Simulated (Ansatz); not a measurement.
Runs of Ansatz 0.2.0 on NiMoIrPdW. Symmetry: Cm, No. 8, monoclinic system. Conventional cell: a = 4.689 Å, b = 2.863 Å, c = 11.144 Å, α = 90.00°, β = 101.20°, γ = 90.00°. Around Ni (site symmetry m) lie 3 Ir at 2.59 to 2.61 Å and 3 Pd at 2.67 to 2.68 Å and 6 Ni at 2.75 to 2.86 Å. Mo (site symmetry m) has 3 Ir at 2.68 Å and 6 Mo at 2.75 to 2.86 Å and 2 W at 2.78 Å as nearest neighbours. Pd (site symmetry m) is surrounded by 3 Ni at 2.67 to 2.68 Å and 3 W at 2.74 to 2.75 Å and 6 Pd at 2.75 to 2.86 Å. Around Ir (site symmetry m) lie 3 Ni at 2.59 to 2.61 Å and 3 Mo at 2.68 Å and 6 Ir at 2.75 to 2.86 Å. W (site symmetry m) has 3 Pd at 2.74 to 2.75 Å and 6 W at 2.75 to 2.86 Å and 2 Mo at 2.78 Å as nearest neighbours. The cell was built by a generator and needn't be a form met in nature.

```csv
task,level,potentials or basis,cell,k mesh,cutoff (eV),target pressure (GPa),gap on the mesh (eV),pressure (GPa),moment (μB),relaxed volume (Å³/atom)
relaxation of cell and atoms,r2SCAN,Ansatz PAW,relaxed,8 × 8 × 2,500,-,none,0.0,0.00,14.35
single point,PBE,SPMS NC,as given,11 × 11 × 3,925,-,none,0.1,0.00,-
relaxation of cell and atoms,PBE,Ansatz PAW,relaxed to 2 GPa,8 × 8 × 2,420,2,none,2.0,0.00,-
relaxation of cell and atoms,PBE+D3(BJ),Ansatz PAW,relaxed,8 × 8 × 2,420,-,none,0.0,0.00,14.27
relaxation of cell and atoms,PBE+D4,Ansatz PAW,relaxed,8 × 8 × 2,420,-,none,0.0,0.00,(a)
```

Alike in all rows: spin collinear, ferromagnetic start; smearing fermi-dirac 0.05 eV.

**Question.** Estimate the missing entries.

**Answer.** (a) 14.34.

Caveats: the starting moments weren't kept; the plane-wave basis is chosen anew once the cell has moved, so the energies of steps on either side of that aren't comparable (some runs); pairwise dispersion overbinds metals, which lowers pressure and volume (some runs); the magnetic or orbital state may not be the lowest (some runs); the PAW data sets come from PBE, with cores solved anew for the run's functional, which leaves a small shift of forces and pressure (some runs).

A k mesh can miss the band edges, and the runs leave out spin-orbit coupling on Ir, Mo, Pd, W.

A gap of «none» marks a metal or a gap under the smearing width.
